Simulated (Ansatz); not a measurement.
# CdH2: basis-set convergence

Aim: see how fast density functionals converge with the basis set for CdH2.

Method: one geometry, several basis sets; program: Ansatz 0.2.0, Gaussian basis.

Plan: PBE0-D4/def2-SVP; ωB97M-V/def2-SVP; PBE0-D4/def2-QZVPP; ωB97M-V/def2-QZVPP; the functionals' def2-TZVPP values are taken from earlier runs.

## (1) The geometry

All runs share one geometry, relaxed beforehand with PBE0-D4 in a triple-zeta def2 set. Cd takes the def2 core potential; no spin-orbit term is included.

SMILES `[CdH2]`, 3 atoms, charge 0, spin multiplicity 1.

Atoms are counted from 1 here; the program's logs count them from 0.

Bond lengths: Cd1–H2 1.677 Å, Cd1–H3 1.677 Å. Angles: H2–Cd1–H3 180.0°.

Coordinates:

```
Cd   -0.0003    0.0003   -0.0001
H     0.9054    1.2613    0.6346
H    -0.9050   -1.2616   -0.6345
```

## (2) PBE0-D4 in def2-SVP

in.yaml reads:

```yaml
crystal:
  periodic: [false, false, false]
  atoms:
    - {symbol: Cd, position_ang: [-0.000340, 0.000313, -0.000144]}
    - {symbol: H, position_ang: [0.905377, 1.261337, 0.634633]}
    - {symbol: H, position_ang: [-0.905037, -1.261650, -0.634489]}
basis:
  gaussian: {orbitals: def2-SVP}
hamiltonian: {xc: pbe0, dispersion: d4}
output: {orbitals: {seedname: orbitals}}
```

Launch:

```console
$ ansatz run in.yaml --threads 2 --pin off --events-out ev --progress --plain --max-ram 32768MiB --backend cpu
```

After this run come: ωB97M-V in def2-SVP; PBE0-D4 in def2-QZVPP; ωB97M-V in def2-QZVPP.

**Question.** What will the summary of the whole plan be? Wanted: PBE0-D4: double and triple zeta above quadruple; ωB97M-V: double and triple zeta above quadruple.

As calculated:

| quantity | value |
| --- | --- |
| PBE0-D4: double and triple zeta above quadruple | 1.27, 0.09 eV |
| ωB97M-V: double and triple zeta above quadruple | 1.36, 0.09 eV |

For PBE0-D4 the step from double to triple zeta gains 1.18 eV and the next only 0.09 eV. Total energies overstate the basis error of differences, where much of it tends to cancel.
